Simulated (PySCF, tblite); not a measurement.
**C₄H₇AlBrF: geometry, infrared bands and NMR shifts**

What infrared bands and NMR shifts should C₄H₇AlBrF (`[F][Al]([Br])[CH]1CCC1`) show?

Computed with tblite 0.8.0 and PySCF 2.14.0, with density-fitted response routines of our own, on a single molecule in the gas phase. Atoms are numbered from 0 throughout.

## (1) Starting geometry

14 atoms, charge 0, multiplicity 1; geometry from: force field or distance geometry start.

Bonds of the start (Å): F0–Al1 1.81, Al1–Br2 2.38, Al1–C3 2.01, C3–C4 1.54, C4–C5 1.53, C5–C6 1.53, C6–C3 1.52, C3–H7 1.11, C4–H8 1.10, C4–H9 1.11, C5–H10 1.11, C5–H11 1.11, C6–H12 1.11, C6–H13 1.12.

## (2) Relaxing the molecule with GFN2-xTB

The job: settings as JSON, then the geometry in Å.

```
{"job": {"kind": "relax", "xc": "GFN2-xTB", "basis": "xTB"}, "charge": 0, "multiplicity": 1}
F      3.724700     0.686200     0.017500
Al     2.185700    -0.252300    -0.133000
Br     2.275800    -2.584500    -0.589800
C      0.408900     0.662600     0.108400
C     -0.527900    -0.029400     1.116600
C     -1.534300    -0.277600    -0.011300
C     -0.593400     0.400300    -1.006300
H      0.518400     1.746100     0.336500
H     -0.911700     0.672400     1.878400
H     -0.134200    -0.976200     1.540000
H     -2.481100     0.283200     0.132900
H     -1.673300    -1.362500    -0.220200
H     -1.026700     1.339000    -1.403900
H     -0.231600    -0.307800    -1.788000
```

Command:

```sh
OMP_NUM_THREADS=1 python probes_run.py task.json out
```

This one command runs all jobs of the session in turn.

**Question.** This job is followed by: GFN2-xTB harmonic vibrations, gas phase; GIAO PBE0/pcSseg-1 NMR shielding, non-relativistic, gas phase. Predict these results of the whole session: strongest single infrared mode (GFN2-xTB); zero-point energy (GFN2-xTB); 13C shifts against TMS (PBE0/pcSseg-1, means over atoms taken as alike); 1H shifts against TMS (PBE0/pcSseg-1, means over atoms taken as alike); 19F shifts against CFCl3 (PBE0/pcSseg-1); 27Al shifts against AlH4- (PBE0/pcSseg-1); 79Br shifts against HBr (PBE0/pcSseg-1); surface potential, 1st and 99th percentile.

The runs gave:

```
                                                               quantity                             value
                              strongest single infrared mode (GFN2-xTB)              794 cm⁻¹, 155 km/mol
                                           zero-point energy (GFN2-xTB)                     64.2 kcal/mol
13C shifts against TMS (PBE0/pcSseg-1, means over atoms taken as alike)              29.6, 26.7, 23.5 ppm
 1H shifts against TMS (PBE0/pcSseg-1, means over atoms taken as alike)  2.67, 2.59, 2.38, 2.25, 2.11 ppm
                               19F shifts against CFCl3 (PBE0/pcSseg-1)                        -134.0 ppm
                              27Al shifts against AlH4- (PBE0/pcSseg-1)                          79.1 ppm
                                79Br shifts against HBr (PBE0/pcSseg-1)                           -98 ppm
                                  surface potential, 1st and 99th percentile                -1.30 V and 3.18 V
```

Over 71 steps the energy fell by 0.505 eV; of the close pairs, F0–Al1 changed most, 1.809 to 1.650 Å. No mode is imaginary among the 36: a minimum at this level. The strongest single mode, at 794 cm⁻¹, moves mainly F0 and Al1. Unscaled tight-binding wavenumbers are off by several per cent, some by more. Its intensities can rank the bands wrongly. At PBE0/pcSseg-1: The widest tensor belongs to Br2: span 551 ppm, with a paramagnetic part of -405 ppm. By nearest atom (PBE0/pcSseg-1), the HOMO sits on C3 31 %; Al1 16 % and the LUMO on Al1 53 %; F0 13 %. Spin-orbit coupling is left out, which matters for shieldings and couplings at and beside the heavy atoms.
